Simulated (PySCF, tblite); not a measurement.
**C5H11BF2Si: geometry, infrared bands and NMR shifts**

Wanted: the infrared bands and NMR shifts of C5H11BF2Si (`C/C(=C/B(F)F)CC[SiH3]`), by calculation.

The runs use tblite 0.8.0 and PySCF 2.14.0, with density-fitted response routines of our own; the level of theory stands in each step. All values are computed, except where a source is named. Atoms are numbered from 0 throughout.

## Step 1: The molecule as given

20 atoms, charge 0, multiplicity 1; geometry from: force field or distance geometry start.

Bonds of the start (Å): C0–C1 1.50, C1–C2 1.37, C2–B3 1.56, B3–F4 1.45, B3–F5 1.45, C1–C6 1.52, C6–C7 1.52, C7–Si8 1.87, C0–H9 1.10, C0–H10 1.12, C0–H11 1.11, C2–H12 1.07, C6–H13 1.11, C6–H14 1.11, C7–H15 1.11, C7–H16 1.11, Si8–H17 1.47, Si8–H18 1.47, Si8–H19 1.48.

## Step 2: Relaxing the molecule with GFN2-xTB

What the job is given:

```
{"job": {"kind": "relax", "xc": "GFN2-xTB", "basis": "xTB"}, "charge": 0, "multiplicity": 1}
C      1.086200     2.085200    -0.880600
C      0.975000     0.729300    -0.252100
C      2.014100    -0.142500    -0.428100
B      2.126500    -1.600700     0.127700
F      3.310300    -2.377600    -0.164400
F      1.088500    -2.224200     0.933300
C     -0.255300     0.392500     0.566100
C     -1.244500    -0.420200    -0.257200
Si    -2.743400    -0.894500     0.763100
H      1.948600     2.632600    -0.463400
H      0.163600     2.692800    -0.695400
H      1.195700     1.978200    -1.976900
H      2.847200     0.186600    -1.019400
H     -0.750700     1.326700     0.894700
H      0.021500    -0.133900     1.504500
H     -0.783800    -1.356200    -0.624400
H     -1.591100     0.177800    -1.128900
H     -2.322700    -1.714300     1.907100
H     -3.686700    -1.657900    -0.062500
H     -3.404200     0.330800     1.253700
```

Started as:

```bash
$ OMP_NUM_THREADS=1 python probes_run.py task.json out
```

This one command runs all jobs of the session in turn.

**Question.** This job is followed by: GFN2-xTB harmonic vibrations, gas phase; GIAO PBE0/pcSseg-1 NMR shielding, non-relativistic, gas phase. Predict these results of the whole session: strongest single infrared mode (GFN2-xTB); zero-point energy (GFN2-xTB); ¹³C shifts against TMS (PBE0/pcSseg-1); ¹H shifts against TMS (PBE0/pcSseg-1, means over atoms taken as alike); ¹¹B shifts against BF3·OEt2 (PBE0/pcSseg-1); ¹⁹F shifts against CFCl3 (PBE0/pcSseg-1, means over atoms taken as alike); ²⁹Si shifts against TMS (PBE0/pcSseg-1); surface potential, 1st and 99th percentile.

The runs gave:

| quantity | value |
| --- | --- |
| strongest single infrared mode (GFN2-xTB) | 793 cm⁻¹, 373 km/mol |
| zero-point energy (GFN2-xTB) | 93.0 kcal/mol |
| ¹³C shifts against TMS (PBE0/pcSseg-1) | 192.2, 115.7, 36.6, 31.0, 16.3 ppm |
| ¹H shifts against TMS (PBE0/pcSseg-1, means over atoms taken as alike) | 5.50, 3.88, 2.38, 2.13, 0.84 ppm |
| ¹¹B shifts against BF3·OEt2 (PBE0/pcSseg-1) | 22.9 ppm |
| ¹⁹F shifts against CFCl3 (PBE0/pcSseg-1, means over atoms taken as alike) | -83.9 ppm |
| ²⁹Si shifts against TMS (PBE0/pcSseg-1) | -69.1 ppm |
| surface potential, 1st and 99th percentile | -0.94 V and 1.17 V |

**Reading.** Over 148 steps the energy fell by 0.706 eV; of the close pairs, B3–F5 changed most, 1.454 to 1.326 Å. All 54 modes are real, so the xTB geometry is a minimum. GFN2-xTB is a fitted tight-binding method: band positions and strengths are rough. Its intensities can rank the bands wrongly. The most deshielded hydrogen is H12 (hydrogen on an alkene CH), at 5.50 ppm: attached to an sp2 carbon and in the plane of the double bond. At PBE0/pcSseg-1: The largest span, 300 ppm, is at C1, where the paramagnetic term is -267 ppm. At PBE0/pcSseg-1, counted by nearest atom on the grid, the HOMO lies on C2 40 %; C1 24 %, the LUMO on C1 33 %; B3 24 %.
